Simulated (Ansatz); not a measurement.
**BH6NOSi: basis-set convergence**

How large a basis does BH6NOSi need? Two functionals are run in growing sets.

Computed with Ansatz 0.2.0, Gaussian basis. Level: one geometry, several basis sets.

Levels to be run: PBE0-D4/def2-SVP; ωB97M-V/def2-SVP; PBE0-D4/def2-QZVPP; ωB97M-V/def2-QZVPP; the functionals' def2-TZVPP values are taken from earlier runs.

**1. The geometry**

All runs share one geometry, relaxed beforehand with PBE0-D4 in a triple-zeta def2 set.

SMILES `NBO[SiH3]`, 10 atoms, charge 0, spin multiplicity 1.

Atoms are counted from 1 here; the program's logs count them from 0.

Bond lengths: N1–B2 1.395 Å, N1–H5 1.003 Å, N1–H6 1.006 Å, B2–O3 1.370 Å, B2–H7 1.202 Å, O3–Si4 1.641 Å, Si4–H8 1.485 Å, Si4–H9 1.485 Å, Si4–H10 1.487 Å. Angles: B2–N1–H5 122.6°, B2–N1–H6 122.7°, H5–N1–H6 114.7°, N1–B2–O3 119.4°, N1–B2–H7 119.7°, O3–B2–H7 120.9°, B2–O3–Si4 132.6°, O3–Si4–H8 108.9°, O3–Si4–H9 108.9°, O3–Si4–H10 110.8°, H8–Si4–H9 109.1°, H8–Si4–H10 109.6°, H9–Si4–H10 109.6°.

**2. PBE0-D4 in def2-SVP**

Input file in.yaml:

```yaml
crystal:
  periodic: [false, false, false]
  atoms:
    - {symbol: N, position_ang: [-1.386144, 1.603828, -0.346526]}
    - {symbol: B, position_ang: [-0.205027, 0.862614, -0.300643]}
    - {symbol: O, position_ang: [-0.228749, -0.407736, 0.212655]}
    - {symbol: Si, position_ang: [0.936265, -1.545140, 0.418542]}
    - {symbol: H, position_ang: [-1.425027, 2.537325, -0.711958]}
    - {symbol: H, position_ang: [-2.265752, 1.244429, -0.015855]}
    - {symbol: H, position_ang: [0.817399, 1.344154, -0.710596]}
    - {symbol: H, position_ang: [1.027099, -1.884184, 1.860988]}
    - {symbol: H, position_ang: [0.560378, -2.761924, -0.344408]}
    - {symbol: H, position_ang: [2.252558, -1.044566, -0.059301]}
basis:
  gaussian: {orbitals: def2-SVP}
hamiltonian: {xc: pbe0, dispersion: d4}
output: {orbitals: {seedname: orbitals}}
```

The runs that follow: ωB97M-V in def2-SVP; PBE0-D4 in def2-QZVPP; ωB97M-V in def2-QZVPP.

Q: Predict the results of all the runs planned. Wanted: PBE0-D4: double and triple zeta above quadruple; ωB97M-V: double and triple zeta above quadruple.

The runs gave:

```
                                       quantity          value
PBE0-D4: double and triple zeta above quadruple  8.48, 0.54 eV
ωB97M-V: double and triple zeta above quadruple  8.64, 0.50 eV
```

**Reading.** PBE0-D4 gains 7.94 eV from double to triple zeta, then 0.54 eV more. Total energies overstate the basis error of differences, where much of it tends to cancel. The LUMO of ωB97M-V is positive and keeps falling with the basis (3.04 to 1.57 eV): an unbound level that the basis holds in place.
